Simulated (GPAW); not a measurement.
Crystal: GaGe3.

```xyz
4
Lattice="0.0000 3.3872 3.3872 3.3872 0.0000 3.3872 3.3872 3.3872 0.0000" Properties=species:S:1:pos:R:3 pbc="T T T"
Ge    3.3872    3.3872    3.3872
Ge    5.0808    5.0808    5.0808
Ge    1.6936    1.6936    1.6936
Ga    0.0000    0.0000    0.0000
```

The cell comes from a database or a generator and needn't be the stable form of this composition.

Base run:

- Program: GPAW 26.7.0
- Functional: RPBE
- Potentials or basis: the program's PAW data sets (release 1.2.1) made for this functional
- Cutoff: 600 eV
- Basis: pw
- k mesh: 7 × 7 × 7
- Occupations: gaussian, width 0.1 eV
- Spin: no spin polarisation

Its results: band gap on the k mesh none (metal or under the smearing width); pressure 0.8 GPa.

Task: The run is repeated on the same cell with these changes: functional from RPBE to PBE; potentials or basis from the program's PAW data sets (release 1.2.1) made for this functional to GPAW PAW data sets (gpaw-data 1.2.1). What comes out?

Result: Band gap on the k mesh none (metal or under the smearing width); pressure -0.8 GPa.
